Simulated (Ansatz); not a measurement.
# GaAsSe3: the cost of one run

Method: DFT PBE, scalar-relativistic, plane waves, PAW, unless a step names another level, in Ansatz 0.2.0.

16 further runs of the same task are left out: 6 that didn't finish, 10 set aside as unsound or not needed. Runs told in other sessions of the task aren't counted.

## 1. What the formula suggests

Pauling electronegativities: Ga 1.81, As 2.18, Se 2.55 (spread 0.74). The formula balances with common oxidation states: As +5, Ga +1, Se -2, a formal count that means little at so small a spread. Tabulated atomic sizes suggest about 24 Å³/atom. 30 candidates were drawn, by swapping species into database cells of other compounds, at random by space group and Wyckoff sites, or by hand, as the table says:

```
name                                                    made from  space group no.                Wyckoff sites  atoms (primitive cell)  V (Å³/atom)
 c01                                      database cell of FeBiO3              166          Ga 3b; As 3a; Se 9e                       5         22.6
 c02                                      database cell of SrCuO3              221          Ga 1a; As 1b; Se 3d                       5         20.6
 c03                                      database cell of RbInH3              225     Ga 8c; As 4a, 4b; Se 24e                      10         24.1
 c04                                      database cell of TiPbO3               99      Ga 1b; As 1a; Se 2c, 1b                       5         22.7
 c05                                       database cell of KNbO3                6  Ga 1b; As 1a; Se 1a, 1b, 1b                       5         20.8
 c06                                      database cell of ScAgO3               65  Ga 4f; As 2a, 2b; Se 8p, 4j                      10         25.4
 c07                                     database cell of BaSn3Au              107      Ga 2a; As 2a; Se 2a, 4b                       5         25.0
 c08                                     database cell of RbScBr3              194          Ga 2a; As 2d; Se 6h                      10         24.8
 c09                                      built by hand: ilmenite              148         Ga 6c; As 6c; Se 18f                      10         24.1
 c10                                     database cell of CsAuCl3              139  Ga 4d; As 2a, 2b; Se 4e, 8h                      10         24.5
 c11                                      database cell of TlHPd3              221          Ga 1a; As 1b; Se 3c                       5         20.7
 c12                                     database cell of Mg3BiSb              156  Ga 1a; As 1c; Se 1b, 1c, 1a                       5         31.5
 c13                     built by hand: ordered alpha-In2Se3 (3R)              160  Ga 3a; As 3a; Se 3a, 3a, 3a                       5         24.2
 c14                                      database cell of KAgCl3                1  Ga 1a; As 1a; Se 1a, 1a, 1a                       5         23.1
 c15                                     database cell of LaSiPt3               99      Ga 1b; As 1a; Se 2c, 1a                       5         25.2
 c16                                     database cell of TlNiCl3              194          Ga 2d; As 2a; Se 6h                      10         23.6
 c17                  built by hand: ordered tetradymite (Bi2Te3)              160  Ga 3a; As 3a; Se 3a, 3a, 3a                       5         24.2
 c18  built by hand: ordered defect zincblende, monoclinic Ga2Se3                9  Ga 4a; As 4a; Se 4a, 4a, 4a                      10         24.3
 c19                                      database cell of ZrPbO3               38      Ga 2b; As 2a; Se 4e, 2a                       5         24.3
 c20                                        built by hand: LiNbO3              161         Ga 6a; As 6a; Se 18b                      10         24.1
 c21                                      database cell of Nd3SnN              221          Ga 1b; As 1a; Se 3c                       5         25.7
 c22                                     database cell of LaGa3Cu              119      Ga 2a; As 2d; Se 4e, 2c                       5         24.4
 c23                                       database cell of CoCO3              167         Ga 6b; As 6a; Se 18e                      10         23.7
 c24                                      database cell of LaCuO3              123      Ga 1a; As 1d; Se 1b, 2f                       5         20.8
 c25                                      database cell of BaTiO3               99      Ga 1a; As 1b; Se 2c, 1a                       5         21.2
 c26                                     database cell of GaNi3As              187      Ga 1b; As 1c; Se 2i, 1d                       5         23.2
 c27                                      database cell of YSbTe3              160  Ga 3a; As 3a; Se 3a, 3a, 3a                       5         27.6
 c28                                      database cell of BaTiO3              160          Ga 3a; As 3a; Se 9b                       5         21.3
 c29                                     database cell of CeGa3Au                8      Ga 2a; As 2a; Se 4b, 2a                       5         24.1
 c30                                       database cell of CsVI3              194          Ga 2a; As 2c; Se 6h                      10         24.3
```

## 2. Screening run of c09

Contents of input.yaml:

```yaml
crystal:
  lattice:
    - [3.3, 1.90525589, 6.4]
    - [-3.3, 1.90525589, 6.4]
    - [0.0, -3.81051178, 6.4]
  atoms:
    - { symbol: Ga, position: [0.645, 0.645, 0.645] }
    - { symbol: Ga, position: [0.355, 0.355, 0.355] }
    - { symbol: As, position: [0.854, 0.854, 0.854] }
    - { symbol: As, position: [0.146, 0.146, 0.146] }
    - { symbol: Se, position: [0.951, 0.562, 0.222] }
    - { symbol: Se, position: [0.222, 0.951, 0.562] }
    - { symbol: Se, position: [0.562, 0.222, 0.951] }
    - { symbol: Se, position: [0.049, 0.438, 0.778] }
    - { symbol: Se, position: [0.778, 0.049, 0.438] }
    - { symbol: Se, position: [0.438, 0.778, 0.049] }
basis:
  ecutwfc: 420
kpoints:
  mp_grid: { grid: [2, 2, 2] }
hamiltonian:
  xc: pbe
scf:
  occupations: { method: gaussian, width: 0.15 }
  lower_state_search: "off"
output:
  forces: true
  stress: true
  eigenvalues: true
relax:
  adjacent_minimum: "off"
  f_tol: 0.08
  max_steps: 16
  cell: { stress_tol: 0.8 }
```

The run is started by

```
ansatz run input.yaml --threads 1 --pin off --max-ram 2560MiB --backend cpu --events-out ev --progress --plain --runs-dir out
```

Q: Estimate wall time and peak memory on 1 thread of AMD EPYC, shared host.

About 1.9 min, with a peak of 0.63 GiB.
